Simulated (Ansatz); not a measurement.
# AlGaHF (triplet): the correlation ladder, cc-pVTZ

How much of the correlation energy of AlGaHF (triplet) does each wave-function method recover here?

The runs use Ansatz 0.2.0, Gaussian basis; cc-pVTZ, core rule «outside noble gas», up to 20 orbitals frozen.

The runs, in order: UHF; CCSD(T) on ROHF; CCSD(T) on UHF; BCCD(T) on ROHF; CCSDT(Q) on ROHF; CCSDT(Q) on UHF.

4 further runs of the same task are left out: 4 set aside as unsound or not needed. Runs told in other sessions of the task aren't counted.

## 1. What is computed

The geometry is a PBE0/def2-TZVP stationary point (not a proven minimum) of the parent state, kept for this charge and spin. No spin-orbit coupling is included. The filled d shell of Ga may be among the frozen orbitals whatever the setting's name suggests.

4 atoms, charge 0, spin multiplicity 3.

Atoms are counted from 1 here; the program's logs count them from 0.

Bond lengths: Al1–H4 1.648 Å, Ga2–F3 1.770 Å.

## 2. UHF

in.yaml

```yaml
crystal:
  periodic: [false, false, false]
  atoms:
    - {symbol: Al, position_ang: [0.000000, -0.316483, 2.307778]}
    - {symbol: Ga, position_ang: [0.000000, 0.239515, -0.387410]}
    - {symbol: F, position_ang: [0.000000, -0.498414, -1.995707]}
    - {symbol: H, position_ang: [0.000000, 1.298269, 2.638305]}
basis:
  gaussian: {orbitals: cc-pVTZ}
magnetization: {spin_polarized: true, initial_magnetization: 2}
hamiltonian: {xc: hf}
output: {orbitals: {seedname: orbitals}}
```

Command:

```bash
ansatz run in.yaml --threads 1 --pin off --events-out ev --progress --plain --max-ram 2560MiB --backend cpu
```

Further steps of the session: CCSD(T) on ROHF; CCSD(T) on UHF; BCCD(T) on ROHF; CCSDT(Q) on ROHF; CCSDT(Q) on UHF.

**Question.** What will the summary of the whole plan be? Wanted: UCCSDT(Q) from the RHF energy; RMP2 from UCCSDT(Q); UMP2 from UCCSDT(Q); RCCSD from UCCSDT(Q); RCCSD(T) from UCCSDT(Q); UCCSD(T) from UCCSDT(Q); RCCSDT(Q) from UCCSDT(Q); T1 diagnostic.

**Answer**, as computed:

| quantity | value |
| --- | --- |
| UCCSDT(Q) from the ROHF energy | -11.0124 eV |
| RMP2 from UCCSDT(Q) | +976.2 meV |
| UMP2 from UCCSDT(Q) | +977.6 meV |
| RCCSD from UCCSDT(Q) | +436.6 meV |
| RCCSD(T) from UCCSDT(Q) | +59.1 meV |
| UCCSD(T) from UCCSDT(Q) | +57.8 meV |
| RCCSDT(Q) from UCCSDT(Q) | +6.8 meV |
| levels within 1 kcal/mol (43 meV) | RCCSDT, UCCSDT, RCCSDT(Q) |
| T1 diagnostic | 0.030 |

In words: RCCSD(T) lands +59.1 meV from the yardstick (0.5 % of the correlation energy). These misses are within one basis, not against nature; the frozen cores of restricted and unrestricted runs differ, which can shift their rows.
